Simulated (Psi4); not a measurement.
**GeH3S (SMILES [SH][GeH2]) at UOMP2/def2-TZVP (density fitting for correlation)**

Aim: the energy change on altering one bond length of GeH3S at UOMP2/def2-TZVP (density fitting for correlation), from 2 runs. Input form: a QCSchema input.

Program for the calculation: Psi4 1.11.

1 further run of the same task is left out (it didn't finish).

### 1 Starting point

GeH3S: 5 atoms, total charge 0, spin state doublet. SMILES: `[SH][GeH2]`. The coordinates come from a PBE0-D4/def2-TZVP relaxation. This is one conformer, not always the lowest.

Bond lengths: S1–Ge2 2.220 Å, S1–H3 1.343 Å, Ge2–H4 1.550 Å, Ge2–H5 1.545 Å. Angles: S1–Ge2–H4 109.5°, S1–Ge2–H5 104.6°, Ge2–S1–H3 94.4°, H4–Ge2–H5 110.8°.

### 2 The energy at UOMP2/def2-TZVP (density fitting for correlation)

input.json

```json
{
 "schema_name": "qcschema_input",
 "schema_version": 1,
 "molecule": {
  "schema_name": "qcschema_molecule",
  "schema_version": 2,
  "symbols": ["S", "Ge", "H", "H", "H"],
  "geometry": [2.15164217, -1.51782802, 1.24627438, -0.73604833, 1.28369096, 0.05688076, 0.46525057, -3.3616338, 1.69054899, -2.57777541, 0.03703863, -1.84966393, 0.79103936, 3.41927045, -1.22246383],
  "molecular_charge": 0,
  "molecular_multiplicity": 2,
  "fix_symmetry": "c1"
 },
 "driver": "energy",
 "model": {
  "method": "omp2",
  "basis": "def2-TZVP"
 },
 "keywords": {
  "reference": "uhf",
  "puream": true,
  "e_convergence": 1e-09,
  "d_convergence": 1e-08,
  "scf_type": "pk",
  "num_frozen_docc": 14,
  "maxiter": 200
 }
}
```

Launch:

```console
$ psi4 --qcschema input.json -n 1 --memory 1600MB
```

stdout, shortened:

```text
[...]
  Running in c1 symmetry.
[...]
  Nuclear repulsion =  162.595028555742687
[...]
  Multiplicity = 2
[...]
  Nalpha       = 26
  Nbeta        = 25
[...]
    Number of basis functions: 103
[...]
   @UHF iter   1: -2473.16067119898617   -2.75654e+00   2.72888e-02 DIIS/ADIIS
[...]
   @UHF iter  17: -2474.64754685042590   -9.09495e-12   9.38849e-09 DIIS
[...]
   @S^2 Observed:                7.575872142E-01
[...]
    Orbital Energies [Eh]
    ---------------------
    Alpha Occupied:
       1A   -405.253512     2A    -91.954266     3A    -52.160619
       4A    -46.249743     5A    -46.247447     6A    -46.246871
       7A     -8.959916     8A     -7.206057     9A     -6.642524
      10A     -6.640578    11A     -6.639388    12A     -5.184733
      13A     -5.178968    14A     -5.177424    15A     -1.655020
      16A     -1.654000    17A     -1.652120    18A     -1.650295
      19A     -1.649091    20A     -0.970644    21A     -0.718464
      22A     -0.552830    23A     -0.484637    24A     -0.456877
      25A     -0.407436    26A     -0.322645
    Alpha Virtual:
[...]
  @UHF Final Energy: -2474.64754685042590
   => Energetics <=
    Nuclear Repulsion Energy =            162.5950285557426866
    One-Electron Energy =               -3771.1459968425770057
    Two-Electron Energy =                1133.9034214364082800
    Total Energy =                      -2474.6475468504258970
  UHF NO Occupations:
  HONO-2 :   24  A 1.9993313
  HONO-1 :   25  A 1.9974365
[...]
 Multipole Moments:
 ------------------------------------------------------------------------------------
     Multipole            Electronic (a.u.)      Nuclear  (a.u.)        Total (a.u.)
 ------------------------------------------------------------------------------------
 L = 1.  Multiply by 2.5417464519 to convert [e a0] to [Debye]
 Dipole X            :         -3.9615349            3.4401094           -0.5214255
 Dipole Y            :          4.9203047           -4.8669008            0.0534039
 Dipole Z            :         -0.4385433            0.4043580           -0.0341853
 Magnitude           :                                                    0.5252668
[...]
	Warning: cc_lambda option is changed to TRUE
	For this residual convergence, default PCG convergence is:     1.00e-07
[...]
	DF-SCS-MP2 Total Energy (a.u.)     : -2475.04099594675608
	DF-SOS-MP2 Total Energy (a.u.)     : -2475.03479912620969
[...]
	DF-SCS-OMP2 Total Energy (a.u.)    : -2475.04829056232256
	DF-SOS-OMP2 Total Energy (a.u.)    : -2475.00919668847791
	DF-SCS(N)-OMP2 Total Energy (a.u.) : -2474.84541879109474
[...]
	DF-OMP2 Total Energy (a.u.)        : -2475.06477938439184
[...]
```

The result, in JSON:

```text
{
 "driver": "energy",
 "model": {
  "method": "omp2",
  "basis": "def2-TZVP"
 },
 "success": true,
 "return_result": -2475.064779384392,
 "properties": {
  "calcinfo_nbasis": 103,
  "calcinfo_nmo": 103,
  "calcinfo_nalpha": 26,
  "calcinfo_nbeta": 25,
  "calcinfo_natom": 5,
  "nuclear_repulsion_energy": 162.5950285557427,
  "return_energy": -2475.064779384392,
  "scf_one_electron_energy": -3771.145996842577,
  "scf_two_electron_energy": 1133.9034214364083,
  "scf_dipole_moment": [-0.5214255038743776, 0.05340393106276142, -0.03418529284575633],
  "scf_total_energy": -2474.647546850426,
  "scf_iterations": 17,
  "mp2_same_spin_correlation_energy": -0.10795637143522985,
  "mp2_opposite_spin_correlation_energy": -0.297886365987386,
  "mp2_singles_energy": 0.0,
  "mp2_doubles_energy": -0.40584273742261584,
  "mp2_correlation_energy": -0.40584273742251753,
  "mp2_total_energy": -2475.0533895878484
 }
}
```

Wall time 2.4 min (1 thread of Intel Xeon Platinum 8488C (Sapphire Rapids), shared host); peak memory 0.45 GiB.

### 3 The distorted shape at the same level

geh3s.json

```json
{
 "schema_name": "qcschema_input",
 "schema_version": 1,
 "molecule": {
  "schema_name": "qcschema_molecule",
  "schema_version": 2,
  "symbols": ["S", "Ge", "H", "H", "H"],
  "geometry": [3.07249626, -0.89450753, 2.19953727, 0.18480577, 1.90701145, 1.01014365, 1.38610466, -2.73831331, 2.64381189, -2.57777541, 0.03703863, -1.84966393, 1.71189345, 4.04259094, -0.26920094],
  "molecular_charge": 0,
  "molecular_multiplicity": 2,
  "fix_symmetry": "c1"
 },
 "driver": "energy",
 "model": {
  "method": "omp2",
  "basis": "def2-TZVP"
 },
 "keywords": {
  "reference": "uhf",
  "puream": true,
  "e_convergence": 1e-09,
  "d_convergence": 1e-08,
  "scf_type": "pk",
  "num_frozen_docc": 14,
  "maxiter": 200
 }
}
```

Launch:

```console
$ psi4 --qcschema geh3s.json -n 1 --memory 1600MB
```

stdout, shortened:

```text
[...]
  Running in c1 symmetry.
[...]
  Nuclear repulsion =  158.440950594751854
[...]
  Multiplicity = 2
[...]
  Nalpha       = 26
  Nbeta        = 25
[...]
    Number of basis functions: 103
[...]
   @UHF iter   1: -2472.95547858670079   -2.85954e+00   2.75497e-02 DIIS/ADIIS
[...]
   @UHF iter  20: -2474.58673027460281   -8.64020e-12   7.46090e-09 DIIS
[...]
   @S^2 Observed:                9.842376386E-01
[...]
  @UHF Final Energy: -2474.58673027460281
   => Energetics <=
    Nuclear Repulsion Energy =            158.4409505947518539
    One-Electron Energy =               -3762.4838523739044831
    Two-Electron Energy =                1129.4561715045499568
    Total Energy =                      -2474.5867302746028145
  UHF NO Occupations:
  HONO-2 :   24  A 1.9978523
  HONO-1 :   25  A 1.8790111
[...]
 Multipole Moments:
 ------------------------------------------------------------------------------------
     Multipole            Electronic (a.u.)      Nuclear  (a.u.)        Total (a.u.)
 ------------------------------------------------------------------------------------
 L = 1.  Multiply by 2.5417464519 to convert [e a0] to [Debye]
 Dipole X            :         -3.1630001            2.9538171           -0.2091831
 Dipole Y            :          5.3383641           -5.1960691            0.1422951
 Dipole Z            :          0.2388372           -0.0990489            0.1397883
 Magnitude           :                                                    0.2890436
[...]
	Warning: cc_lambda option is changed to TRUE
	For this residual convergence, default PCG convergence is:     1.00e-07
[...]
	DF-SCS-MP2 Total Energy (a.u.)     : -2474.97107050618524
	DF-SOS-MP2 Total Energy (a.u.)     : -2474.96472471921470
[...]
	DF-SCS-OMP2 Total Energy (a.u.)    : -2474.98159250990466
	DF-SOS-OMP2 Total Energy (a.u.)    : -2474.94300971960229
	DF-SCS(N)-OMP2 Total Energy (a.u.) : -2474.77828165526262
[...]
	DF-OMP2 Total Energy (a.u.)        : -2474.99735055848851
[...]
```

The result, in JSON:

```text
{
 "driver": "energy",
 "model": {
  "method": "omp2",
  "basis": "def2-TZVP"
 },
 "success": true,
 "return_result": -2474.9973505584885,
 "properties": {
  "calcinfo_nbasis": 103,
  "calcinfo_nmo": 103,
  "calcinfo_nalpha": 26,
  "calcinfo_nbeta": 25,
  "calcinfo_natom": 5,
  "nuclear_repulsion_energy": 158.44095059475185,
  "return_energy": -2474.9973505584885,
  "scf_one_electron_energy": -3762.4838523739045,
  "scf_two_electron_energy": 1129.45617150455,
  "scf_dipole_moment": [-0.20918308297126176, 0.1422950800996885, 0.13978830081226679],
  "scf_total_energy": -2474.586730274603,
  "scf_iterations": 20,
  "mp2_same_spin_correlation_energy": -0.10626684813053458,
  "mp2_opposite_spin_correlation_energy": -0.29076495739365016,
  "mp2_singles_energy": 0.0,
  "mp2_doubles_energy": -0.39703180552418477,
  "mp2_correlation_energy": -0.3970318055239659,
  "mp2_total_energy": -2474.983762080127
 }
}
```

It took 2.4 min on 1 thread of Intel Xeon Platinum 8488C (Sapphire Rapids), shared host; peak memory 0.45 GiB.

### 4 Summary of results

At UOMP2/def2-TZVP (density fitting for correlation), 14 core orbitals frozen:

| quantity | value |
| --- | --- |
| first shape: total energy | -2475.06478 Eh |
| first shape: HOMO energy (Hartree–Fock orbitals) (highest over α and β) | -8.78 eV |
| first shape: LUMO energy (Hartree–Fock orbitals) (lowest over α and β) | 0.80 eV |
| first shape: correlation energy (14 core orbitals frozen) | -417.2 mEh |
| first shape: ⟨S²⟩ of the reference determinant | 0.758 |
| distorted shape: total energy | -2474.99735 Eh |
| distorted shape: HOMO energy (Hartree–Fock orbitals) (highest over α and β) | -9.16 eV |
| distorted shape: LUMO energy (Hartree–Fock orbitals) (lowest over α and β) | 0.29 eV |
| distorted shape: correlation energy (14 core orbitals frozen) | -410.6 mEh |
| distorted shape: ⟨S²⟩ of the reference determinant | 0.984 |
| energy change with the Ge2–H4 bond stretched from 1.550 to 2.325 Å | 1.835 eV |

**Reading.** With the Ge2–H4 bond stretched from 1.550 to 2.325 Å the energy rises by 1.83 eV (177 kJ/mol). The first shape isn't relaxed at this level, so the change isn't measured from a minimum. ⟨S²⟩ (distorted shape) is 0.98 where a pure doublet has 0.75: the reference is spin-contaminated.
